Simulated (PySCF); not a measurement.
# trifluoromethanesulfonate (CF₃O₃S−): electronic excitations and core binding energies

Aim: predict the electronic excitations and core binding energies of trifluoromethanesulfonate (CF₃O₃S−) (`O=S(=O)([O-])C(F)(F)F`).

The runs use PySCF 2.14.0, with density-fitted response routines of our own; the level of theory stands in each step. All values are computed, except where a source is named. Atoms are numbered from 0 throughout.

### Step 1. The starting structure

8 atoms, charge -1, multiplicity 1; geometry from: GFN2-xTB.

Bonds of the start (Å): O0–S1 1.45, S1–O2 1.45, S1–O3 1.45, S1–C4 1.88, C4–F5 1.34, C4–F6 1.34, C4–F7 1.34.

### Step 2. Excited states and response: B3LYP/def2-SVPD

What the job is given:

```
{"job": {"kind": "uv", "xc": "B3LYP", "basis": "def2-SVPD", "nstates": 8, "ntriplets": 3}, "charge": -1, "multiplicity": 1}
O      1.475738    -0.129049     1.244633
S      1.006991    -0.065604    -0.121901
O      1.313013     1.155990    -0.832690
O      1.140038    -1.285778    -0.886332
C     -0.854319     0.059259     0.099018
F     -1.215761     1.148791     0.795871
F     -1.358393    -0.998812     0.754203
F     -1.498249     0.124617    -1.077367
```

With the program's defaults for keys left out, this is: TDDFT B3LYP/def2-SVPD, vertical, gas phase, core orbitals frozen in the response.

**Question.** This job is followed by: delta-SCF UKS SCAN, pcX-2 on the ionised atom, pcseg-1 elsewhere, spin-free X2C. What will the session give for the following? lowest singlet (B3LYP/def2-SVPD); brightest single state of those computed; lowest triplet; O1s binding energies, SCAN/pcX-2; S1s binding energies, SCAN/pcX-2; S2p binding energies, SCAN/pcX-2; C1s binding energies, SCAN/pcX-2; F1s binding energies, SCAN/pcX-2.

As calculated:

| quantity | value |
| --- | --- |
| lowest singlet (B3LYP/def2-SVPD) | 6.19 eV (200 nm), f = 0.000 |
| brightest single state of those computed | state 8, 7.80 eV, f = 0.175 |
| lowest triplet | 6.13 eV |
| O1s binding energies, SCAN/pcX-2 | O0 532.71 eV |
| S1s binding energies, SCAN/pcX-2 | S1 2478.28 eV |
| S2p binding energies, SCAN/pcX-2 | S1 169.56 eV |
| C1s binding energies, SCAN/pcX-2 | C4 293.33 eV |
| F1s binding energies, SCAN/pcX-2 | F5 689.79 eV |

In words: The first singlet state (HOMO→LUMO 0.92) lies at 6.19 eV and is dark; of the 8 states computed, the strongest absorption comes from state 8 at 7.80 eV (the last computed, so partners may be missing). The lowest triplet lies 0.07 eV below the lowest singlet (triplets in Tamm-Dancoff, singlets in full TDDFT). The lowest singlet lies above −ε(HOMO); no detachment energy was computed, so the anion's states may not be bound.
